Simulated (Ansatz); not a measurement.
# GdO: the cost of one run

Method: DFT r²SCAN without U, plane waves, PAW, no spin–orbit coupling unless a run says so, in Ansatz 0.2.0.

## 1. The system as given

It takes space group F-43m (No. 216, cubic). The conventional cell has a = 5.400 Å, b = 5.400 Å, c = 5.400 Å, α = 90.00°, β = 90.00°, γ = 90.00°. Around Gd (site symmetry -43m) lie 4 O at 2.34 Å. O (site symmetry -43m) has 4 Gd at 2.34 Å as nearest neighbours.

As a file:

```xyz
2
Lattice="0.0000 2.7000 2.7000 2.7000 0.0000 2.7000 2.7000 2.7000 0.0000" Properties=species:S:1:pos:R:3 pbc="T T T"
Gd    0.0000    0.0000    0.0000
O     1.3500    1.3500    1.3500
```

Magnetic order typed: ferromagnetic.

## 2. From atoms, symmetry kept, no search

input.yaml reads:

```yaml
crystal:
  lattice:
    - [0.0, 2.7, 2.7]
    - [2.7, 0.0, 2.7]
    - [2.7, 2.7, 0.0]
  atoms:
    - { symbol: Gd, position: [0.0, 0.0, 0.0], spin: 7.0 }
    - { symbol: O, position: [0.25, 0.25, 0.25] }
basis:
  ecutwfc: 500
  ecutrho_ratio: 4
kpoints:
  mp_grid: { grid: [6, 6, 6] }
hamiltonian:
  xc: r2scan
scf:
  occupations: { method: gaussian, width: 0.05 }
  lower_state_search: "off"
  max_iter: 150
output:
  forces: true
  stress: true
  eigenvalues: true
  populations: true
  hubbard: { sites: [{ site: 0, l: f }] }
magnetization:
  spin_polarized: true
```

The run is started by

```console
ansatz run input.yaml --threads 2 --pin off --max-ram 3072MiB --backend cpu --events-out ev --progress --plain --runs-dir out
```

**Question.** How long does this run take on 2 threads of Arm Neoverse V2, shared host, and how much memory does it need?

About 9.6 s, with a peak of 0.43 GiB.
